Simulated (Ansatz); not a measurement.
# C₂H₉FSi₂: how energies converge with the basis set

The task here is to estimate one member of a computed series from the others.

Method: one geometry, several basis sets; program: Ansatz 0.2.0, Gaussian basis.

The runs, in order: PBE0-D4/def2-SVP; ωB97M-V/def2-SVP; PBE0-D4/def2-QZVPP; ωB97M-V/def2-QZVPP; the functionals' def2-TZVPP values are taken from earlier runs.

**The geometry**

An earlier PBE0-D4 in a triple-zeta def2 set relaxation fixed the geometry.

14 atoms, charge 0, spin multiplicity 1.

Atoms are counted from 1 here; the program's logs count them from 0.

Bond lengths: C1–Si2 1.876 Å, C1–H6 1.093 Å, C1–H7 1.093 Å, C1–H8 1.092 Å, Si2–C3 1.876 Å, Si2–Si4 2.346 Å, Si2–H9 1.495 Å, C3–H10 1.093 Å, C3–H11 1.093 Å, C3–H12 1.092 Å, Si4–F5 1.614 Å, Si4–H13 1.489 Å, Si4–H14 1.489 Å. Angles: Si2–C1–H6 110.6°, Si2–C1–H7 110.7°, Si2–C1–H8 111.2°, H6–C1–H7 108.1°, H6–C1–H8 108.1°, H7–C1–H8 108.0°, C1–Si2–C3 111.3°, C1–Si2–Si4 110.3°, C1–Si2–H9 109.5°, C3–Si2–Si4 110.3°, C3–Si2–H9 109.5°, Si4–Si2–H9 105.9°, Si2–C3–H10 110.7°, Si2–C3–H11 110.6°, Si2–C3–H12 111.2°, H10–C3–H11 108.1°, H10–C3–H12 108.0°, H11–C3–H12 108.1° and more.

Set-up of the first run:

Contents of in.yaml:

```yaml
crystal:
  periodic: [false, false, false]
  atoms:
    - {symbol: C, position_ang: [-0.517417, -0.361909, 1.763744]}
    - {symbol: Si, position_ang: [0.011646, -0.570800, -0.023942]}
    - {symbol: C, position_ang: [1.841429, -0.216749, -0.238157]}
    - {symbol: Si, position_ang: [-1.255420, 0.828919, -1.416399]}
    - {symbol: F, position_ang: [-0.994463, 2.368431, -1.009863]}
    - {symbol: H, position_ang: [0.062187, -1.020274, 2.415997]}
    - {symbol: H, position_ang: [-0.360918, 0.667267, 2.095750]}
    - {symbol: H, position_ang: [-1.574896, -0.601947, 1.893449]}
    - {symbol: H, position_ang: [-0.281068, -1.967156, -0.469754]}
    - {symbol: H, position_ang: [2.069424, 0.817114, 0.032182]}
    - {symbol: H, position_ang: [2.437836, -0.873498, 0.400435]}
    - {symbol: H, position_ang: [2.155800, -0.373011, -1.272300]}
    - {symbol: H, position_ang: [-2.719438, 0.585974, -1.289341]}
    - {symbol: H, position_ang: [-0.887801, 0.688335, -2.852900]}
basis:
  gaussian: {orbitals: def2-SVP}
hamiltonian: {xc: pbe0, dispersion: d4}
output: {orbitals: {seedname: orbitals}}
```

Among the steps run: PBE0-D4 in def2-SVP; ωB97M-V in def2-SVP; PBE0-D4 in def2-QZVPP; ωB97M-V in def2-QZVPP.

One of the session's tables, all rows but one given; the rest of the session is left out.

It belongs to the step «Density functionals: the series». 

```
functional       basis  HOMO (eV)  LUMO (eV)
   PBE0-D4    def2-SVP      -7.75      -0.02
   PBE0-D4  def2-TZVPP      -7.76      -0.41
   PBE0-D4  def2-QZVPP      -7.77      -0.53
   ωB97M-V    def2-SVP      -9.77       1.85
   ωB97M-V  def2-TZVPP          ?          ?
   ωB97M-V  def2-QZVPP      -9.83       1.01
```

**Question.** Estimate the row for ωB97M-V, def2-TZVPP.

As computed: HOMO (eV): -9.82; LUMO (eV): 1.30. In the column «HOMO (eV)» it lies between ωB97M-V, def2-QZVPP (-9.83) and ωB97M-V, def2-SVP (-9.77).
